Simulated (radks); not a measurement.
# Ne⁺ in [He] 2s2 2p5: an all-electron calculation

One table from this session's results is given with a row withheld; the runs are named, their logs left out.

The numbers are computed with radks (a radial shooting solver on a logarithmic mesh, Libxc functionals) version 1 (scalar-relativistic Kohn-Sham, PBE, spin-polarised, spherical densities, point nucleus; open shells are filled with parallel spins first), except any that are marked as measured or tabulated.

## The system

- element: neon (Z = 10)
- charge: +1
- electrons: 9
- configuration: [He] 2s2 2p5

Outer shells as boxes (Hund's rule):

Ne⁺
```
[He] core
2s [↑↓]
2p [↑↓][↑↓][↑ ]
```

Set-up of the first run:

Settings of this run:

```text
Z 10
configuration [He] 2s2 2p5 3s0 3p0
relativity scalar-relativistic
functional pbe,pbe
spin polarised
nucleus point
c 137.035999084
```

One of the session's tables, all rows but one given; the rest of the session is left out.

It belongs to the step «Radial structure». From the orbitals of this run (lengths in bohr):

| level | <r> | outermost maximum (interpolated) | 90 % within |
| --- | --- | --- | --- |
| 1s up | 0.1580 | 0.103 | 0.283 |
| 1s down | 0.1578 | 0.103 | 0.282 |
| 2s up | 0.8605 | 0.670 | 1.37 |
| 2s down | 0.8681 | 0.673 | 1.39 |
| 2p up | ? | ? | ? |
| 2p down | 0.8930 | 0.607 | 1.54 |

**Question.** Estimate the row for 2p up.

As computed: <r>: 0.8757; outermost maximum (interpolated): 0.601; 90 % within: 1.50. In the column «<r>» it lies between 2s down (0.8681) and 2p down (0.8930).

To keep in mind: Open shells are spherical and high-spin; term and fine-structure splittings are not resolved.
